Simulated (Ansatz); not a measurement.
# C2H5BrOSi: one species, many methods

An exercise on one series of results from a longer session: the logs are not shown, and one member is left open.

Computed with Ansatz 0.2.0, Gaussian basis. Level: functionals in def2-TZVPP, the program's frozen cores in correlated methods.

Levels to be run: PBE-D4, r2SCAN-D4, PBE0-D4, B3LYP-D4, ωB97X-V, ωB97M-V, B2PLYP; CCSD(T)/def2-TZVPP; MP2/def2-QZVPP; extrapolation to the limit.

## Structure used throughout

All runs share one geometry, relaxed beforehand with PBE0-D4 in a triple-zeta def2 set.

SMILES `BrC1CO[SiH2]1`, 10 atoms, charge 0, spin multiplicity 1.

Atoms are counted from 1 here; the program's logs count them from 0.

Bond lengths: Br1–C2 1.933 Å, C2–C3 1.544 Å, C2–Si5 1.884 Å, C2–H6 1.086 Å, C3–O4 1.444 Å, C3–H7 1.092 Å, C3–H8 1.094 Å, O4–Si5 1.667 Å, Si5–H9 1.483 Å, Si5–H10 1.486 Å. Angles: Br1–C2–C3 115.2°, Br1–C2–Si5 117.9°, Br1–C2–H6 106.7°, C3–C2–Si5 83.0°, C3–C2–H6 114.1°, Si5–C2–H6 118.8°, C2–C3–O4 101.4°, C2–C3–H7 112.8°, C2–C3–H8 112.8°, O4–C3–H7 110.4°, O4–C3–H8 109.8°, H7–C3–H8 109.5°, C3–O4–Si5 94.3°, C2–Si5–O4 81.1°, C2–Si5–H9 116.7°, C2–Si5–H10 118.1°, O4–Si5–H9 115.1°, O4–Si5–H10 113.9° and more.

Set-up of the first run:

in.yaml reads:

```yaml
crystal:
  periodic: [false, false, false]
  atoms:
    - {symbol: Br, position_ang: [-2.283223, -0.282484, 0.960649]}
    - {symbol: C, position_ang: [-0.363767, -0.164469, 0.762257]}
    - {symbol: C, position_ang: [0.241855, -1.081074, -0.322805]}
    - {symbol: O, position_ang: [0.871711, -0.115920, -1.192988]}
    - {symbol: Si, position_ang: [0.326209, 1.204139, -0.333262]}
    - {symbol: H, position_ang: [0.061363, -0.306934, 1.751890]}
    - {symbol: H, position_ang: [-0.515496, -1.647279, -0.868489]}
    - {symbol: H, position_ang: [0.994335, -1.767527, 0.075076]}
    - {symbol: H, position_ang: [-0.662486, 2.051906, -1.043204]}
    - {symbol: H, position_ang: [1.412700, 2.058442, 0.213875]}
basis:
  gaussian: {orbitals: def2-TZVPP}
hamiltonian: {xc: pbe, dispersion: d4}
output: {forces: true, orbitals: {seedname: orbitals}}
```

On the command line:

```console
$ ansatz run in.yaml --threads 4 --pin off --events-out ev --progress --plain --max-ram 10444MiB
```

Steps of the session up to this table: PBE-D4 (GGA); r2SCAN-D4 (meta-GGA); PBE0-D4 (hybrid); B3LYP-D4 (hybrid); ωB97X-V (range-separated); ωB97M-V (range-separated); B2PLYP (double hybrid); CCSD(T) in def2-TZVPP; MP2 in def2-QZVPP.

One of the session's tables, all rows but one given; the rest of the session is left out.

| method | atomisation energy (kJ/mol) |
| --- | --- |
| PBE-D4 | 3707.5 |
| r2SCAN-D4 | 3644.3 |
| PBE0-D4 | 3642.1 |
| B3LYP-D4 | 3613.6 |
| ωB97X-V | 3649.1 |
| ωB97M-V | 3640.1 |
| B2PLYP | 3582.1 |
| HF/def2-TZVPP | 2598.1 |
| MP2/def2-TZVPP | 3616.8 |
| CCSD/def2-TZVPP | 3475.7 |
| CCSD(T)/def2-TZVPP | 3537.6 |
| MP2/CBS | 3721.0 |
| CCSD(T)/CBS | ? |

Estimate the missing values for CCSD(T)/CBS.

The run gave: atomisation energy (kJ/mol): 3641.7. In the column «atomisation energy (kJ/mol)» it lies between ωB97M-V (3640.1) and PBE0-D4 (3642.1).

Limits of these values: Free atoms (1 Br, 2 C, 1 O, 1 Si, 5 H) were run apart at each level; the atomisation energy is their sum less the molecule, without zero-point or spin-orbit terms.
